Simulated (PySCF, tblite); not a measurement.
# C5H9F3Si: geometry, infrared bands and NMR shifts

Wanted: the infrared bands and NMR shifts of C5H9F3Si (`FC(F)(F)[C@@H]1CCC[SiH2]1`), by calculation.

Programs: tblite 0.8.0 and PySCF 2.14.0, with density-fitted response routines of our own. Each step states its level of theory. These are calculated values for one molecule in the gas phase, unless marked as measured. Atoms count from 0, in the outputs and in this text.

## (1) The starting structure

18 atoms, charge 0, multiplicity 1; geometry from: force field or distance geometry start.

Bonds of the start (Å): F0–C1 1.35, C1–F2 1.37, C1–F3 1.35, C1–C4 1.50, C4–C5 1.55, C5–C6 1.53, C6–C7 1.54, C7–Si8 1.92, Si8–C4 1.91, C4–H9 1.10, C5–H10 1.09, C5–H11 1.10, C6–H12 1.09, C6–H13 1.09, C7–H14 1.09, C7–H15 1.10, Si8–H16 1.48, Si8–H17 1.49.

## (2) Relaxing the molecule with GFN2-xTB

What the job is given:

```
{"job": {"kind": "relax", "xc": "GFN2-xTB", "basis": "xTB"}, "charge": 0, "multiplicity": 1}
F      2.787900     1.090200    -0.783300
C      2.169400    -0.039700    -0.377000
F      2.465400    -0.198900     0.946600
F      2.744900    -1.058900    -1.048400
C      0.690200     0.026800    -0.623000
C      0.002500     1.198100     0.119000
C     -1.502400     0.918300     0.157100
C     -1.694300    -0.512800     0.696400
Si    -0.258900    -1.538200    -0.068200
H      0.509100     0.145300    -1.701600
H      0.210100     2.149700    -0.380700
H      0.384500     1.278300     1.150100
H     -1.924600     1.003700    -0.841100
H     -2.022600     1.638400     0.791100
H     -1.606000    -0.526500     1.784600
H     -2.680200    -0.920400     0.425500
H      0.440200    -2.314200     0.978800
H     -0.724200    -2.332900    -1.237600
```

Command:

```sh
OMP_NUM_THREADS=1 python probes_run.py task.json out
```

This one command runs all jobs of the session in turn.

**Question.** This job is followed by: GFN2-xTB harmonic vibrations, gas phase; GIAO PBE0/pcSseg-1 NMR shielding, non-relativistic, gas phase. What will the session give for the following? strongest single infrared mode (GFN2-xTB); zero-point energy (GFN2-xTB); 13C shifts against TMS (PBE0/pcSseg-1); 1H shifts against TMS (PBE0/pcSseg-1); 19F shifts against CFCl3 (PBE0/pcSseg-1, means over atoms taken as alike); 29Si shifts against TMS (PBE0/pcSseg-1); surface potential, 1st and 99th percentile.

The runs gave:

| quantity | value |
| --- | --- |
| strongest single infrared mode (GFN2-xTB) | 2279 cm⁻¹, 320 km/mol |
| zero-point energy (GFN2-xTB) | 82.1 kcal/mol |
| 13C shifts against TMS (PBE0/pcSseg-1) | 138.6, 35.6, 32.8, 31.4, 10.7 ppm |
| 1H shifts against TMS (PBE0/pcSseg-1) | 4.39, 4.26, 2.30, 2.24, 1.98, 1.54, 1.37, 1.05, 0.93 ppm |
| 19F shifts against CFCl3 (PBE0/pcSseg-1, means over atoms taken as alike) | -78.4 ppm |
| 29Si shifts against TMS (PBE0/pcSseg-1) | -28.6 ppm |
| surface potential, 1st and 99th percentile | -0.79 V and 1.11 V |

What this shows: Over 30 steps the energy fell by 0.087 eV; of the close pairs, Si8–H17 changed most, 1.488 to 1.463 Å. No mode is imaginary among the 48: a minimum at this level. The strongest single mode, at 2279 cm⁻¹, moves mainly H17. Unscaled tight-binding wavenumbers are off by several per cent, some by more. Its intensities can rank the bands wrongly. At PBE0/pcSseg-1: Shielding is most anisotropic at F0, F2, F3 (span 184 ppm, paramagnetic term -224 ppm).
